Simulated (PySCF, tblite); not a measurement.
**C₄H₁₀AlCl₃O: geometry, infrared bands and NMR shifts**

Aim: predict the infrared bands and NMR shifts of C₄H₁₀AlCl₃O (`CC[O+](CC(Cl)Cl)[AlH2-][Cl]`).

Computed with tblite 0.8.0 and PySCF 2.14.0, with density-fitted response routines of our own, on a single molecule in the gas phase. Atoms count from 0, in the outputs and in this text.

## 1. Starting geometry

19 atoms, charge 0, multiplicity 1; geometry from: force field or distance geometry start.

Bonds of the start (Å): C0–C1 1.50, C1–O2 1.32, O2–C3 1.35, C3–C4 1.53, C4–Cl5 1.79, C4–Cl6 1.79, O2–Al7 1.82, Al7–Cl8 2.22, C0–H9 1.12, C0–H10 1.10, C0–H11 1.12, C1–H12 1.11, C1–H13 1.13, C3–H14 1.12, C3–H15 1.12, C4–H16 1.09, Al7–H17 1.62, Al7–H18 1.59.

## 2. Geometry optimisation with GFN2-xTB

The job: settings as JSON, then the geometry in Å.

```
{"job": {"kind": "relax", "xc": "GFN2-xTB", "basis": "xTB"}, "charge": 0, "multiplicity": 1}
C      2.052100    -0.478000     0.133400
C      0.989500     0.074300    -0.768100
O     -0.175800     0.455100    -0.269300
C     -1.014000    -0.381900     0.371500
C     -1.447700    -1.584200    -0.476800
Cl    -2.532900    -2.594500     0.519300
Cl    -2.333200    -1.002800    -1.919300
Al    -0.328600     2.127500     0.419600
Cl    -0.791200     1.832700     2.575100
H      2.963600    -0.635100    -0.492900
H      2.319300     0.238200     0.919400
H      1.830800    -1.498800     0.542200
H      0.836800    -0.662500    -1.589100
H      1.460100     0.973900    -1.258400
H     -0.676400    -0.751900     1.368900
H     -1.962400     0.153500     0.620100
H     -0.555200    -2.165600    -0.701500
H     -1.610800     2.876900    -0.223900
H      0.966100     3.032500     0.222400
```

Started as:

```
> OMP_NUM_THREADS=1 python probes_run.py task.json out
```

This one command runs all jobs of the session in turn.

**Question.** This job is followed by: GFN2-xTB harmonic vibrations, gas phase; GIAO PBE0/pcSseg-1 NMR shielding, non-relativistic, gas phase. Predict these results of the whole session: strongest single infrared mode (GFN2-xTB); zero-point energy (GFN2-xTB); ¹³C shifts against TMS (PBE0/pcSseg-1); ¹H shifts against TMS (PBE0/pcSseg-1, means over atoms taken as alike); ¹⁷O shifts against H2O (PBE0/pcSseg-1); ³⁵Cl shifts against HCl (PBE0/pcSseg-1, means over atoms taken as alike); ²⁷Al shifts against AlH4- (PBE0/pcSseg-1); surface potential, 1st and 99th percentile.

The runs gave:

| quantity | value |
| --- | --- |
| strongest single infrared mode (GFN2-xTB) | 663 cm⁻¹, 374 km/mol |
| zero-point energy (GFN2-xTB) | 82.5 kcal/mol |
| ¹³C shifts against TMS (PBE0/pcSseg-1) | 82.0, 73.9, 69.5, 14.9 ppm |
| ¹H shifts against TMS (PBE0/pcSseg-1, means over atoms taken as alike) | 5.93, 4.43, 4.27, 4.19, 1.53 ppm |
| ¹⁷O shifts against H2O (PBE0/pcSseg-1) | 52.4 ppm |
| ³⁵Cl shifts against HCl (PBE0/pcSseg-1, means over atoms taken as alike) | 251, -13 ppm |
| ²⁷Al shifts against AlH4- (PBE0/pcSseg-1) | 71.9 ppm |
| surface potential, 1st and 99th percentile | -1.22 V and 2.09 V |

**Reading.** Over 191 steps the energy fell by 1.279 eV; of the close pairs, Al7–Cl8 changed most, 2.224 to 2.054 Å. All 51 modes are real, so the xTB geometry is a minimum. The strongest single mode, at 663 cm⁻¹, moves mainly H18 and H17. GFN2-xTB is a fitted tight-binding method: band positions and strengths are rough. Its intensities can rank the bands wrongly. C4 stands next to heavy halogen, whose spin-orbit shielding this run leaves out, so the computed shift lies too far downfield, most of all for carbon beside Br or I. The most deshielded hydrogen is H16 (hydrogen on an sp3 CH bonded to 2 Cl), at 5.93 ppm: its carbon carries Cl, an electronegative neighbour. At PBE0/pcSseg-1: Shielding is most anisotropic at Cl5, Cl6 (span 526 ppm, paramagnetic term -447 ppm). By nearest atom (PBE0/pcSseg-1), the HOMO sits on H17, H18 about 32 % each; Cl8 25 % and the LUMO on Cl5 27 %; C4 25 %.
